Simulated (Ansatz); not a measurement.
Here is an Ansatz input file for TlPF₆, space group R-3m. Write the same calculation for the Python package.

```yaml
crystal:
  lattice:
    - [2.655978, 1.53343, 4.758137]
    - [-2.655978, 1.53343, 4.758137]
    - [0.0, -3.066859, 4.758137]
  atoms:
    - { symbol: Tl, position: [0.5, 0.5, 0.5] }
    - { symbol: P, position: [0.0, 0.0, 0.0] }
    - { symbol: F, position: [0.646746, 0.078492, 0.078492] }
    - { symbol: F, position: [0.078492, 0.078492, 0.646746] }
    - { symbol: F, position: [0.078492, 0.646746, 0.078492] }
    - { symbol: F, position: [0.921508, 0.353254, 0.921508] }
    - { symbol: F, position: [0.921508, 0.921508, 0.353254] }
    - { symbol: F, position: [0.353254, 0.921508, 0.921508] }
basis:
  ecutwfc: 435.382179935808
kpoints:
  mp_grid:
    grid: [4, 4, 4]
hamiltonian:
  xc: pbesol
  pseudopotentials:
    kind: paw
scf:
  occupations:
    method: fixed
dielectric: {}
```

`eps_tlpf6.py`:
```python
"""High-frequency dielectric tensor and Born charges of TlPF6."""

import ansatz
import numpy as np

XC = "pbesol"
MESH = (4, 4, 4)
FILLING = "fixed"


def main() -> None:
    tlpf6 = (
        ansatz.Lattice.of([2.655978, 1.53343, 4.758137], [-2.655978, 1.53343, 4.758137], [0.0, -3.066859, 4.758137])
        .atom("Tl", [0.5, 0.5, 0.5])
        .atom("P", [0.0, 0.0, 0.0])
        .atom("F", [0.646746, 0.078492, 0.078492])
        .atom("F", [0.078492, 0.078492, 0.646746])
        .atom("F", [0.078492, 0.646746, 0.078492])
        .atom("F", [0.921508, 0.353254, 0.921508])
        .atom("F", [0.921508, 0.921508, 0.353254])
        .atom("F", [0.353254, 0.921508, 0.921508])
    )

    # an insulator: whole occupations
    calc = tlpf6.calculation()
    calc = calc.functional(XC)
    calc = calc.pseudopotentials("paw").basis(16 * ansatz.Ha)
    calc = calc.kpoints(*MESH).occupations(FILLING)
    calc = calc.dielectric()
    done = calc.run(threads=1, pin="off")
    response = done.dielectric
    eps = np.asarray(response.eps_inf)

    print(f"mean eps_inf {np.trace(eps) / 3:.3f}, fraction of exact exchange 1/eps = {3 / np.trace(eps):.3f}")
    print(np.array2string(eps, precision=3, suppress_small=True))
    for site, z in zip(done.lattice.sites, response.zstar_e):
        print(f"{site.symbol:2s} Z* trace/3 = {np.trace(z) / 3:+.3f} e")
    print(f"charge neutrality missed by {response.zstar_sum_residual_pre_e:.4f} e before the sum rule")


if __name__ == "__main__":
    main()
```

```console
$ python eps_tlpf6.py
mean eps_inf 2.301, fraction of exact exchange 1/eps = 0.435
[[ 2.303  0.     0.   ]
 [ 0.     2.303 -0.   ]
 [ 0.    -0.     2.297]]
Tl Z* trace/3 = +1.646 e
P  Z* trace/3 = +3.962 e
F  Z* trace/3 = -0.935 e
F  Z* trace/3 = -0.935 e
F  Z* trace/3 = -0.935 e
F  Z* trace/3 = -0.935 e
F  Z* trace/3 = -0.935 e
F  Z* trace/3 = -0.935 e
charge neutrality missed by 0.0049 e before the sum rule
```

Notes:
- The Fermi level of a run with fixed occupations marks the highest occupied state on its mesh, not mid-gap.
- Averages over directions belong to no single polarisation, least of all in layered crystals.
- Pressure is positive in compression.
- Spin-orbit coupling, which matters for elements this heavy, is left out.
- This cell is a computed structure, which may not be the phase found in nature.
- This is the electronic (clamped-ion) response; a semilocal gap that is too small tends to raise it. The typed mesh is that of the SCF; the response is solved on denser meshes that the run picks.
- Run time: 88 s on 1 thread of Arm Neoverse V2, with other jobs on the host, peak memory 0.89 GiB.

(Lines on the test bed's own set-up are left out of the output.)
